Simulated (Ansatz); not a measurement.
# BH5SiZn: small, medium and large basis sets

An exercise on one series of results from a longer session: the logs are not shown, and one member is left open.

Program: Ansatz 0.2.0, Gaussian basis. Level of theory: one geometry, several basis sets. These are calculated values, not measurements.

The runs, in order: PBE0-D4/def2-SVP; ωB97M-V/def2-SVP; PBE0-D4/def2-QZVPP; ωB97M-V/def2-QZVPP; the functionals' def2-TZVPP values are taken from earlier runs.

**The relaxed structure**

An earlier PBE0-D4 in a triple-zeta def2 set relaxation fixed the geometry.

SMILES `[BH2][Zn][SiH3]`, 8 atoms, charge 0, spin multiplicity 1.

Atoms are counted from 1 here; the program's logs count them from 0.

Bond lengths: B1–Zn2 2.090 Å, B1–H4 1.200 Å, B1–H5 1.200 Å, Zn2–Si3 2.396 Å, Si3–H6 1.494 Å, Si3–H7 1.494 Å, Si3–H8 1.494 Å. Angles: Zn2–B1–H4 122.6°, Zn2–B1–H5 122.6°, H4–B1–H5 114.8°, B1–Zn2–Si3 179.9°, Zn2–Si3–H6 112.4°, Zn2–Si3–H7 112.5°, Zn2–Si3–H8 112.5°, H6–Si3–H7 106.3°, H6–Si3–H8 106.3°, H7–Si3–H8 106.3°.

Set-up of the first run:

File in.yaml:

```yaml
crystal:
  periodic: [false, false, false]
  atoms:
    - {symbol: B, position_ang: [-1.373449, 1.326792, -1.692008]}
    - {symbol: Zn, position_ang: [-0.239381, 0.235492, -0.316112]}
    - {symbol: Si, position_ang: [1.056961, -1.014379, 1.263950]}
    - {symbol: H, position_ang: [-1.852058, 0.830447, -2.674181]}
    - {symbol: H, position_ang: [-1.597287, 2.498456, -1.560879]}
    - {symbol: H, position_ang: [0.572961, -0.834915, 2.665558]}
    - {symbol: H, position_ang: [1.027809, -2.483090, 0.994423]}
    - {symbol: H, position_ang: [2.496544, -0.615902, 1.263450]}
basis:
  gaussian: {orbitals: def2-SVP}
hamiltonian: {xc: pbe0, dispersion: d4}
output: {orbitals: {seedname: orbitals}}
```

On the command line:

```bash
$ ansatz run in.yaml --threads 2 --pin off --events-out ev --progress --plain --max-ram 4352MiB
```

Among the steps run: PBE0-D4 in def2-SVP; ωB97M-V in def2-SVP; PBE0-D4 in def2-QZVPP; ωB97M-V in def2-QZVPP.

One table of the session follows, with a row left open; its other results are not shown here.

It belongs to the step «Functionals by basis». 

```
functional       basis  HOMO (eV)  LUMO (eV)
   PBE0-D4    def2-SVP      -6.63      -2.43
   PBE0-D4  def2-TZVPP      -6.70      -2.63
   PBE0-D4  def2-QZVPP      -6.70      -2.64
   ωB97M-V    def2-SVP      -8.59      -0.34
   ωB97M-V  def2-TZVPP      -8.70      -0.79
   ωB97M-V  def2-QZVPP          ?          ?
```

Estimate the missing values for ωB97M-V, def2-QZVPP.

The run gave: HOMO (eV): -8.70; LUMO (eV): -0.85.
